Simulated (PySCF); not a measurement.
# C15H26S2Si (MePhSi(SBu)2): the cost of one run

Computed with PySCF 2.14.0 and routines of our own; the level stands in each step. Atoms count from 0.

### 1 The system as given

44 atoms, charge 0, multiplicity 1; geometry from: GFN2-xTB.

### 2 NMR shifts: GIAO KT3/pcSseg-1

What the job is given:

```
{"job": {"kind": "nmr", "xc": "KT3", "basis": "pcSseg-1", "pop": false}, "charge": 0, "multiplicity": 1}
C     -4.884481    -1.110408    -0.323391
C     -5.101039     0.393796    -0.205190
C     -3.793657     1.171308    -0.047944
C     -3.109526     0.881955     1.276014
S     -1.716867     2.020630     1.599304
Si    -0.220360     1.249371     0.250231
C     -0.263099     2.092175    -1.461157
S      1.642825     1.711551     1.233366
C      2.806258     0.841973     0.114838
C      4.225644     1.043485     0.616933
C      5.255481     0.345504    -0.268425
C      6.672129     0.581664     0.241213
C     -0.412616    -0.630924     0.107692
C     -0.180268    -1.435811     1.221856
C     -0.328495    -2.808621     1.151091
C     -0.713923    -3.402090    -0.039429
C     -0.948386    -2.616871    -1.155569
C     -0.798914    -1.243940    -1.080500
H     -4.451998    -1.516917     0.586989
H     -4.211888    -1.334552    -1.148820
H     -5.832008    -1.613778    -0.501371
H     -5.746977     0.604422     0.649807
H     -5.613562     0.750682    -1.101316
H     -3.999745     2.242400    -0.103016
H     -3.117474     0.917829    -0.867568
H     -2.726386    -0.135607     1.319818
H     -3.797334     1.044112     2.105399
H     -0.083568     3.159257    -1.356790
H      0.508761     1.689339    -2.111626
H     -1.219599     1.969684    -1.960378
H      2.685656     1.253942    -0.886537
H      2.533777    -0.213735     0.105195
H      4.295980     0.661163     1.636876
H      4.436085     2.114234     0.652660
H      5.168658     0.720688    -1.291109
H      5.047948    -0.727026    -0.289497
H      6.779101     0.204843     1.255857
H      7.397473     0.076863    -0.392440
H      6.901505     1.644810     0.246654
H      0.120547    -0.973164     2.151568
H     -0.142791    -3.416409     2.024683
H     -0.828844    -4.474178    -0.098738
H     -1.247839    -3.076221    -2.086809
H     -0.982880    -0.641040    -1.957476
```

Method: GIAO KT3/pcSseg-1 NMR shielding, non-relativistic, gas phase.

Started as:

```
> OMP_NUM_THREADS=1 python large_run.py task.json out
```

One launch serves the whole session: the jobs run in the order shown.

Q: Estimate the wall time and peak memory of this job on 1 thread of Intel Xeon Platinum 8488C, shared host.

About 58 s, with a peak of 0.62 GiB.
